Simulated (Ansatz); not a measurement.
I need a geometry optimisation of CH7BGeSe, SMILES C[B]([GeH3])[SeH]. Use the Ansatz DFT code, driven from Python. Use: B3LYP, def2-SVP basis, multiplicity 1, D3BJ dispersion.

```xyz
11

C    -0.1056    1.2817   -0.8604
B    -0.4231   -0.0934   -0.2108
Ge    0.5685   -0.6334    1.4296
Se   -1.6870   -1.3449   -1.0197
H     0.9134    1.3928   -1.1903
H    -0.3863    2.1419   -0.1402
H    -0.7698    1.4553   -1.7639
H     0.1976   -2.0385    1.8712
H     0.3104    0.3906    2.6248
H     2.1215   -0.6340    1.1542
H    -0.6742   -1.9749   -1.8739
```

`ch7bgese_opt.py`
```python
# -*- coding: utf-8 -*-
import ansatz as az
import numpy as np


def main():
    geometry = (
        az.Crystal.molecule()
        .atom("C", (-0.1056, 1.2817, -0.8604))
        .atom("B", (-0.4231, -0.0934, -0.2108))
        .atom("Ge", (0.5685, -0.6334, 1.4296))
        .atom("Se", (-1.687, -1.3449, -1.0197))
        .atom("H", (0.9134, 1.3928, -1.1903))
        .atom("H", (-0.3863, 2.1419, -0.1402))
        .atom("H", (-0.7698, 1.4553, -1.7639))
        .atom("H", (0.1976, -2.0385, 1.8712))
        .atom("H", (0.3104, 0.3906, 2.6248))
        .atom("H", (2.1215, -0.634, 1.1542))
        .atom("H", (-0.6742, -1.9749, -1.8739))
    )

    model = (
        geometry.calculation()
        .basis(gaussian="def2-SVP")
        .functional("b3lyp", dispersion="d3bj")
    )
    symbols = [site.symbol for site in geometry.cartesian_sites]
    start = np.array([site.position_ang for site in geometry.cartesian_sites], dtype=float)
    rep = model.relax(force_tolerance=0.01).run(threads=1, backend="cpu").report
    end = np.array(rep["positions_ang"])

    print(f"E = {rep['free_energy_ev']:.6f} eV = {rep['free_energy_ev'] / 27.211386246:.7f} Ha")
    print("converged:", rep["converged"], " doubts:", rep["published_state_doubts"] or "none")

    print("final positions (A) and the move of each atom")
    for symbol, xyz, old in zip(symbols, end, start):
        print(f"{symbol:2s} {xyz[0]:10.5f} {xyz[1]:10.5f} {xyz[2]:10.5f}   {np.linalg.norm(xyz - old):7.4f}")


if __name__ == "__main__":
    main()
```

Output of `python ch7bgese_opt.py`:
```text
E = -123682.360824 eV = -4545.2429254 Ha
converged: True  doubts: none
final positions (A) and the move of each atom
C    -0.07453    1.14477   -0.96753    0.1766
B    -0.23542   -0.24585   -0.26219    0.2472
Ge    0.64719   -0.62420    1.58345    0.1731
Se   -1.24110   -1.71181   -0.99592    0.5779
H     0.99706    1.38906   -1.08170    0.1371
H    -0.48424    1.93630   -0.31310    0.2859
H    -0.55797    1.22801   -1.95325    0.3638
H     0.35888   -2.04282    2.12310    0.2991
H     0.15172    0.38887    2.64353    0.1598
H     2.18369   -0.45923    1.49703    0.3898
H    -1.67988   -1.05991   -2.25284    1.4115
```

Caveats:
- Total energies depend on the basis set; only differences at equal settings carry meaning.
- The end point is the stationary point reached from this start; no frequency run checks that it is a minimum, and the basis set is modest.
- b3lyp holds the VWN-RPA fit, as in Gaussian; the form of ORCA and Turbomole is b3lyp5.
- The whole script took 2.9 min on 1 thread of Arm Neoverse V1 (shared host), peak memory 0.42 GiB.
